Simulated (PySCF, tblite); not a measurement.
**ClH7NPSi2, a small molecule taken as a stand-in for a surface group (Si site with back bonds Cl, N, [PH][SiH3]): NMR shifts, core binding energies and electronic excitations**

Aim: the NMR shifts, core binding energies and electronic excitations of `N[SiH](Cl)P[SiH3]`.

Computed with tblite 0.8.0 and PySCF 2.14.0; each step states its level. No surroundings beyond the atoms listed, unless a continuum is named. Atoms count from 0, parts from 1.

## (1) The system as given

12 atoms, charge 0, multiplicity 1; geometry: distance geometry start.

## (2) Relaxing the cluster with GFN2-xTB

Job settings and geometry (Å):

```
{"job": {"kind": "relax", "xc": "GFN2-xTB", "basis": "xTB"}, "charge": 0, "multiplicity": 1}
Si     0.254957     0.862523     1.225042
Cl     0.041843     2.908993     1.750682
N      1.681978     0.164257     2.130085
P      0.604684     0.684280    -0.921095
Si     2.681710     0.834907    -1.549888
H     -0.933992     0.135651     1.564184
H      2.379905    -0.349183     1.556987
H      2.021721     0.704936     2.902099
H     -0.322974     1.286231    -1.735514
H      2.953868    -0.165892    -2.538955
H      3.535965     0.653526    -0.465762
H      2.908037     2.123252    -2.127023
```

Level: GFN2-xTB geometry optimisation, gas phase.

Command:

```console
OMP_NUM_THREADS=1 python cluster_run.py task.json out
```

The driver reads the jobs from task.json and runs them one after another.

**Question.** The jobs that follow are: PBE0-D3(BJ)/def2-SVP geometry optimisation, gas phase; GIAO PBE0/pcSseg-2 NMR shielding, non-relativistic, gas phase; delta-SCF UKS SCAN, pcX-2 on the ionised atom, pcseg-1 elsewhere, spin-free X2C; TDDFT CAM-B3LYP/def2-SVPD, vertical, gas phase, core orbitals frozen in the response. Predict: point group; rotational constants (main isotopes); ¹H shifts against TMS (PBE0/pcSseg-2); ²⁹Si shifts against TMS (PBE0/pcSseg-2); ³⁵Cl shifts against HCl (PBE0/pcSseg-2); ¹⁵N shifts against NH3 (PBE0/pcSseg-2); ³¹P shifts against H3PO4 (PBE0/pcSseg-2); Si2p binding energies, SCAN/pcX-2; Cl2p binding energies, SCAN/pcX-2; N1s binding energies, SCAN/pcX-2; P2p binding energies, SCAN/pcX-2; lowest singlet (CAM-B3LYP/def2-SVPD); brightest single state of those computed; lowest triplet; vertical ionisation energy (ΔSCF).

**Answer**, as computed:

| quantity | value |
| --- | --- |
| point group | C1 |
| rotational constants (main isotopes) | 2.33, 1.25, 1.06 GHz |
| ¹H shifts against TMS (PBE0/pcSseg-2) | 6.23, 4.61, 4.10, 4.01, 1.31, 1.02, 1.00 ppm |
| ²⁹Si shifts against TMS (PBE0/pcSseg-2) | 4.0, -79.6 ppm |
| ³⁵Cl shifts against HCl (PBE0/pcSseg-2) | 74 ppm |
| ¹⁵N shifts against NH3 (PBE0/pcSseg-2) | 31.0 ppm |
| ³¹P shifts against H3PO4 (PBE0/pcSseg-2) | -291.4 ppm |
| Si2p binding energies, SCAN/pcX-2 | Si0 107.91, Si4 106.99 eV |
| Cl2p binding energies, SCAN/pcX-2 | Cl1 206.17 eV |
| N1s binding energies, SCAN/pcX-2 | N2 405.05 eV |
| P2p binding energies, SCAN/pcX-2 | P3 136.26 eV |
| lowest singlet (CAM-B3LYP/def2-SVPD) | 6.10 eV (203 nm), f = 0.013 |
| brightest single state of those computed | state 4, 6.79 eV, f = 0.077 |
| lowest triplet | 5.36 eV |
| vertical ionisation energy (ΔSCF) | 9.33 eV |

In words: The start of the PBE0/def2-SVP relaxation was shaken at random by about 0.01 Å, so part of the energy gained, and of the first lengths quoted, undoes that. Over 8 steps the energy fell by 0.154 eV; of the close pairs, P3–Si4 changed most, 2.203 to 2.264 Å (PBE0/def2-SVP). No frequency check was run at this level, so the end point may be a saddle. Hydrogens of an XH3 group are listed apart at this fixed geometry; free rotation makes them one line at their mean. At PBE0/pcSseg-2: Shielding is most anisotropic at Cl1 (span 256 ppm, paramagnetic term -283 ppm). At SCAN/pcX-2: The Si2p levels kept as sound span 0.92 eV, from Si4 (silicon bonded to P, 3 H) up to Si0 (silicon bonded to Cl, N, P, H). The first singlet state (HOMO→LUMO 0.74) lies at 6.10 eV and is weak; of the 6 states computed, the strongest absorption comes from state 4 at 6.79 eV (the last state computed absorbs too, and its partners may lie past the list). The lowest triplet lies 0.74 eV below the lowest singlet (triplets in Tamm-Dancoff, singlets in full TDDFT). ΔSCF puts the ionisation energy at 9.33 eV, 0.68 eV above −ε(HOMO). A capped cluster stands for the solid here, so long-range fields and strain are missing, and bands or shifts of the capping hydrogens have no counterpart in it.
